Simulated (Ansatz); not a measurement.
# CH2As: the cost of one run

Method: def2-QZVPP, all electrons in the functionals, frozen cores in the correlation of double hybrids and RPA; program: Ansatz 0.2.0, Gaussian basis.

To be run: wB97M-V, B2PLYP, at charge 0, quartet; charge 0, doublet; charge 0, sextet; charge 1, triplet; charge 1, quintet.

10 further runs of the same task are left out: 10 set aside as unsound or not needed.

### Step 1. The system

The geometry is a PBE0/def2-TZVP stationary point (not a proven minimum). No spin-orbit coupling is included. The filled d shell of As may be among the frozen orbitals whatever the setting's name suggests; the logs give the count.

4 atoms, charge 0, spin multiplicity 4.

Atoms are counted from 1 here; the program's logs count them from 0.

Bond lengths: C1–As2 2.112 Å, As2–H3 1.516 Å, As2–H4 1.516 Å. Angles: C1–As2–H3 130.1°, C1–As2–H4 130.1°, H3–As2–H4 99.8°.

No dispersion term is added; wB97M-V holds VV10 nonlocal correlation.

The geometry shown and the zero of energy belong to the point charge 0, quartet. The yardstick, RCCSD(T), and other wave-function levels (R restricted, U unrestricted, valence and pair active spaces) come from earlier runs.

### Step 2. wB97M-V, charge 0, quartet

Contents of in.yaml:

```yaml
crystal:
  periodic: [false, false, false]
  atoms:
    - {symbol: C, position_ang: [0.000000, 0.000000, 1.849086]}
    - {symbol: As, position_ang: [0.000000, 0.000000, -0.263069]}
    - {symbol: H, position_ang: [0.000000, 1.159482, -1.239794]}
    - {symbol: H, position_ang: [0.000000, -1.159482, -1.239794]}
basis:
  gaussian: {orbitals: "def2-QZVPP.json"}
magnetization: {spin_polarized: true, initial_magnetization: 3}
hamiltonian: {xc: {name: wB97M-V}}
output: {orbitals: {seedname: orbitals}}
```

Run with:

```
$ ansatz run in.yaml --threads 1 --pin off --events-out ev --progress --plain --max-ram 2393MiB
```

**Question.** How long does this run take on 1 thread of Arm Neoverse V2, shared host, and how much memory does it need?

About 22 s, with a peak of 0.56 GiB.
